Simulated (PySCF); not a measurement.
**RuO₂: structure of the quintet**

The task is one start of a wider search on RuO₂: the quintet, from a side-on start. It is relaxed, tested by its Hessian and followed downhill if it is a saddle.

Method: PBE, basis Ru def2-TZVP with ECP28, O def2-TZVP, scalar-relativistic core potentials, no spin–orbit coupling, density fitting; program: PySCF 2.14.0.

### Step 1. The starting structure

3 atoms, charge 0, spin multiplicity 5.

Bond lengths: Ru1–O2 1.918 Å, Ru1–O3 1.918 Å, O2–O3 1.400 Å. Angles: O2–Ru1–O3 42.8°, Ru1–O2–O3 68.6°, Ru1–O3–O2 68.6°.

```xyz
3
charge 0 multiplicity 5
Ru    0.0000    0.0000   -0.4265
O     0.7000    0.0000    1.3587
O    -0.7000    0.0000    1.3587
```

### Step 2. Side-on start, quintet: relaxation

One driver script runs all steps and calls PySCF; scf.py shows how it sets up the SCF of each step. The optimiser is the driver's own. Before each start the driver seeks the lowest SCF state from one or more starting densities and follows internal instabilities, so scf.py alone need not reach the same state.

The program finds C2v symmetry in the start, which this walk keeps. The walk stops when the largest gradient is under 0.0003 Eh/bohr and the energy has settled too.

Contents of scf.py:

```python
from pyscf import gto, scf, dft
mol = gto.M(atom='''
Ru     0.000000     0.000000    -0.426535
O      0.700000    -0.000000     1.358736
O     -0.700000     0.000000     1.358736''',
    basis={'Ru': 'def2-TZVP', 'O': 'def2-TZVP'},
    ecp={'Ru': 'def2-TZVP'},
    charge=0, spin=4)
mf = dft.UKS(mol, xc='PBE')
mf.grids.atom_grid = (50, 194)
aux = {'Ru': 'def2-universal-JKFIT', 'O': 'def2-universal-JKFIT'}
mf = mf.density_fit(auxbasis=aux)
mf.kernel()
```

Further steps of the session: Hessian and properties; Leaving the saddle point; Is it a minimum? Harmonic modes.

**Question.** What will these runs give? Wanted: minimum; geometry; wavenumbers; dipole moment; highest occupied, lowest empty level; polar-tensor charge of Ru1; zero-point energy; atomisation energy; ⟨S²⟩.

The runs gave:

```
                                          quantity                                                                              value
                                           minimum                                                                        quintet, Cs
                                          geometry  O–O 1.379 Å, Ru–O 1.845 Å, Ru–O 2.207 Å; O–O–Ru 56.4°, O–O–Ru 85.1°, O–Ru–O 38.5°
                                wavenumbers (cm⁻¹)                                                       160 (a'), 630 (a'), 941 (a')
                                     dipole moment                                                                             3.15 D
highest occupied, lowest empty level (either spin)                                                                    -4.79, -4.72 eV
                        polar-tensor charge of Ru1                                                                            +0.67 e
                                 zero-point energy                                                                        10.4 kJ/mol
                               entropy at 298.15 K                                                                    293.6 J/(mol K)
         atomisation energy (no zero-point energy)                                                                         755 kJ/mol
                                              ⟨S²⟩                                                                              6.006
```

From C2v at the start the molecule goes to a Cs minimum. In the infrared the band at 941 cm⁻¹ (a') leads. Most of the spin sits on Ru1 (Mulliken spin 3.23, against 4 for the whole molecule). Only this shape and spin were tried, so other structures or states may lie lower. One determinant may miss the lowest occupation of an open d or f shell.
